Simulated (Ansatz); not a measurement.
# H₂OSeZn: how energies converge with the basis set

An exercise on one series of results from a longer session: the logs are not shown, and one member is left open.

Program: Ansatz 0.2.0, Gaussian basis. Level of theory: one geometry, several basis sets. These are calculated values, not measurements.

The runs, in order: PBE0-D4/def2-SVP; ωB97M-V/def2-SVP; PBE0-D4/def2-QZVPP; ωB97M-V/def2-QZVPP; the functionals' def2-TZVPP values are taken from earlier runs.

## The geometry

The geometry comes from an earlier relaxation with PBE0-D4 in a triple-zeta def2 set; it is a stationary point.

5 atoms, charge 0, spin multiplicity 1.

Atoms are counted from 1 here; the program's logs count them from 0.

Bond lengths: O1–Zn2 1.776 Å, O1–H4 0.959 Å, Zn2–Se3 2.272 Å, Se3–H5 1.470 Å. Angles: Zn2–O1–H4 115.7°, O1–Zn2–Se3 176.3°, Zn2–Se3–H5 90.8°.

Set-up of the first run:

The input, in.yaml:

```yaml
crystal:
  periodic: [false, false, false]
  atoms:
    - {symbol: O, position_ang: [-1.711188, -0.489277, -0.724650]}
    - {symbol: Zn, position_ang: [-0.163759, -0.261554, 0.115889]}
    - {symbol: Se, position_ang: [1.852542, -0.106717, 1.151076]}
    - {symbol: H, position_ang: [-2.372284, 0.187394, -0.568888]}
    - {symbol: H, position_ang: [2.394670, 0.670155, 0.026573]}
basis:
  gaussian: {orbitals: def2-SVP}
hamiltonian: {xc: pbe0, dispersion: d4}
output: {orbitals: {seedname: orbitals}}
```

Command:

```
ansatz run in.yaml --threads 2 --pin off --events-out ev --progress --plain --max-ram 4352MiB
```

Steps of the session up to this table: PBE0-D4 in def2-SVP; ωB97M-V in def2-SVP; PBE0-D4 in def2-QZVPP; ωB97M-V in def2-QZVPP.

One of the session's tables, all rows but one given; the rest of the session is left out.

It belongs to the step «Density functionals: the series». 

| functional | basis | HOMO (eV) |
| --- | --- | --- |
| PBE0-D4 | def2-SVP | -6.90 |
| PBE0-D4 | def2-TZVPP | -7.17 |
| PBE0-D4 | def2-QZVPP | ? |
| ωB97M-V | def2-SVP | -9.02 |
| ωB97M-V | def2-TZVPP | -9.32 |
| ωB97M-V | def2-QZVPP | -9.33 |

Estimate the missing values for PBE0-D4, def2-QZVPP.

As computed: HOMO (eV): -7.18. In the column «HOMO (eV)» it lies between ωB97M-V, def2-SVP (-9.02) and PBE0-D4, def2-TZVPP (-7.17).
